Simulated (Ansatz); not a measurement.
# IrOF: geometry and frequencies at several levels

An exercise on one series of results from a longer session: the logs are not shown, and one member is left open.

Program: Ansatz 0.2.0. Level of theory: the levels named in each step. These are calculated values, not measurements.

## The structure to begin with

Bond lengths: O1–Ir2 1.562 Å, Ir2–F3 1.678 Å. Angles: O1–Ir2–F3 180.0°.

Structure file:

```xyz
3

O     0.0000    0.0000   -1.6009
Ir    0.0000    0.0000   -0.0388
F     0.0000    0.0000    1.6397
```

The first run:

The input, input.yaml:

```yaml
crystal:
  periodic: [false, false, false]
  atoms:
    - { symbol: O, position_ang: [0.0, 0.0, -1.71437568] }
    - { symbol: Ir, position_ang: [0.0, 0.0, -0.05326259] }
    - { symbol: F, position_ang: [0.0, 0.0, 1.76763827] }
basis:
  gaussian: { orbitals: def2-TZVPP }
hamiltonian:
  xc: pbe0
  dispersion: d4
relax:
  f_tol: 0.002
  max_steps: 150
```

Run with:

```
$ ansatz run input.yaml --threads 2 --pin off --max-ram 5120MiB --backend cpu --events-out ev --progress --plain --runs-dir out
```

Among the steps run: Relaxation, PBE0-D4/def2-TZVPP; Frequencies, PBE0-D4/def2-TZVPP; Relaxation, PBE-D4/def2-TZVPP; Frequencies, PBE-D4/def2-TZVPP; Relaxation, r2SCAN-D4/def2-TZVPP; Frequencies, r2SCAN-D4/def2-TZVPP; Relaxation, B3LYP-D4/def2-TZVPP; Frequencies, B3LYP-D4/def2-TZVPP; Relaxation, B2PLYP/def2-TZVPP; Frequencies, B2PLYP/def2-TZVPP.

One of the session's tables, all rows but one given; the rest of the session is left out.

It belongs to the step «Geometries side by side». 

```
               level  O1–Ir2 (Å)  Ir2–F3 (Å)  rotational constants (MHz)  dipole (D)  highest frequency (cm⁻¹)
  PBE0-D4/def2-TZVPP      1.6332      1.7980                        4869        0.10                      1136
   PBE-D4/def2-TZVPP           ?           ?                           ?           ?                         ?
r2SCAN-D4/def2-TZVPP      1.6452      1.8027                      4824.2        0.04                      1102
 B3LYP-D4/def2-TZVPP      1.6461      1.8106                      4797.8        0.11                      1102
   B2PLYP/def2-TZVPP      1.6648      1.8096                      4754.9        0.50                      1016
```

**Question.** Estimate the row for PBE-D4/def2-TZVPP.

**Answer.** O1–Ir2 (Å): 1.6553; Ir2–F3 (Å): 1.8128; rotational constants (MHz): 4768.6; dipole (D): 0.04; highest frequency (cm⁻¹): 1065. In the column «O1–Ir2 (Å)» it lies between B3LYP-D4/def2-TZVPP (1.6461) and B2PLYP/def2-TZVPP (1.6648).
